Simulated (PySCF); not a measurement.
# The bond of CaP, level by level

What are the lowest state that PBE0 finds, the bond length, vibrational wavenumber and bond energy of CaP, and how much do these hang on the method?

The runs use PySCF 2.14.0; Ca aug-pcseg-1, P aug-pcseg-1, no relativity.

## (1) The job

Settings of the job:

```json
{
 "atoms": "Ca, P",
 "charge": "0",
 "basis": "Ca aug-pcseg-1, P aug-pcseg-1",
 "Hamiltonian": "no relativity",
 "basis functions": "60",
 "electrons treated": "35",
 "masses in u": "39.9626, 30.9738",
 "levels": "PBE0, PBE, r²SCAN, M06, M06-L, BHandHLYP, HF, MP2, SCS-MP2, CCSD, CCSD(T)",
 "grid": "80 radial by 434 angular points",
 "occupations": "held fixed by the projection of orbital angular momentum",
 "dissociation limit": "Ca + P, each in its ground configuration",
 "starting distance in angstrom": "2.655",
 "values of 2S to try": "1, 3"
}
```

Run with:

```bash
$ OMP_NUM_THREADS=1 python dia.py task.json out
```

The runs that follow: First curve: PBE0; Excited determinants; PBE (GGA); r²SCAN (meta-GGA); M06; M06-L (meta-GGA); BHandHLYP (global hybrid GGA); ROHF; Adding correlation.

What does the calculation give? Wanted: for each run, Re; ωe; De; μ.

The runs gave:

Lowest PBE0 solution found, without spin–orbit coupling: ²Π (doublet), unpaired electrons π ↑. State 2 has its PBE0 minimum 0.01 eV lower. State 3 has its PBE0 minimum 0.05 eV higher, as a spin-mixed determinant (⟨S²⟩ = 1.76), so this is no gap between pure states. State 4 has its PBE0 minimum 0.34 eV higher, as a spin-mixed determinant (⟨S²⟩ = 1.76), so this is no gap between pure states. The other levels ran on the lowest alone.

| level | Re (Å) | ωe (cm⁻¹) | De (eV) | μ (D) |
| --- | --- | --- | --- | --- |
| ROHF | 2.590 | 345 | -0.87 | -10.98 |
| ROHF-MP2 | 2.651 | 326 | 0.368 | n/a |
| ROHF-SCS-MP2 | 2.663 | 316 | 0.312 | n/a |
| ROHF-CCSD | 2.673 | 294.0 | 0.208 | n/a |
| ROHF-CCSD(T) | 2.670 | 306 | 0.464 | n/a |
| PBE | 2.514 | 366 | 1.77 | -7.70 |
| r²SCAN | 2.516 | 368 | 1.76 | -7.81 |
| PBE0 | 2.518 | 359 | 1.38 | -7.97 |
| M06 | 2.497 | 391 | 1.33 | -8.55 |
| BHandHLYP | 2.575 | 320 | 0.93 | -6.85 |

De is counted to Ca + P in their ground configurations. A positive dipole means Ca(−)P(+). No constants: M06-L (the points don't follow one smooth fit). ⟨S²⟩ is off the pure value of 0.75 by over a tenth at r²SCAN 0.93, PBE0 0.92, BHandHLYP 1.20.

**Reading.** Bond lengths run from 2.497 Å (M06) to 2.673 Å (ROHF-CCSD). Of the levels with a De here, ROHF gives the least (-0.87 eV) and PBE the most (1.77 eV).

Correlated steps freeze 10 core orbitals. A negative De means that the minimum lies above the separated atoms at that level. T1 is 0.065 near the minimum (highest on the curve 0.071), which may point to more than one leading configuration.
